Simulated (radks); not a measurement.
# The Coulomb parameter U of the 5d shell of Ir

The task here is to estimate one member of a computed series from the others.

Program: radks (a radial shooting solver on a logarithmic mesh, Libxc functionals) version 1. Level of theory: Dirac Kohn-Sham, PBE, spin-unpolarised, spherical densities, point nucleus; open shells are shared between the two j in proportion to 2j + 1. These are calculated values, not measurements, unless marked.

## The system

| Quantity | Value |
| --- | --- |
| element | iridium (Z = 77) |
| charge | 0 |
| electrons | 77 |
| configuration | [Xe] 4f14 5d6 6s2 6p1 |

Outer shells as boxes (Hund's rule):

Ir
```
[Xe] core
4f [↑↓][↑↓][↑↓][↑↓][↑↓][↑↓][↑↓]
5d [↑↓][↑ ][↑ ][↑ ][↑ ]
6s [↑↓]
6p [↑ ][  ][  ]
```

Set-up of the first run:

The run's settings:

```text
Z 77
configuration [Xe] 4f14 5d6 6s2 6p1
relativity Dirac
functional pbe,pbe
spin unpolarised
j_filling average
nucleus point
c 137.035999084
```

Among the steps run: Start: [Xe] 4f14 5d6 6s2 6p1.

One table of the session follows, with a row left open; its other results are not shown here.

It belongs to the step «Start: [Xe] 4f14 5d6 6s2 6p1». From the orbitals of this run (lengths in bohr):

```
level     <r>  outermost maximum (interpolated)  90 % within  nodes
4f5/2  0.5311                             0.393        0.862      0
4f7/2  0.5388                             0.397        0.875      0
5p3/2   1.158                              1.03         1.68      3
5d3/2   1.603                              1.26         2.49      2
5d5/2   1.666                              1.30         2.60      2
6s1/2   2.740                              2.32         4.05      5
6p1/2   3.689                              2.91         5.68      4
6p3/2       ?                                 ?            ?      ?
```

Estimate the missing values for 6p3/2.

As computed: <r>: 4.221; outermost maximum (interpolated): 3.28; 90 % within: 6.55; nodes: 4. In the column «<r>» it is the highest.
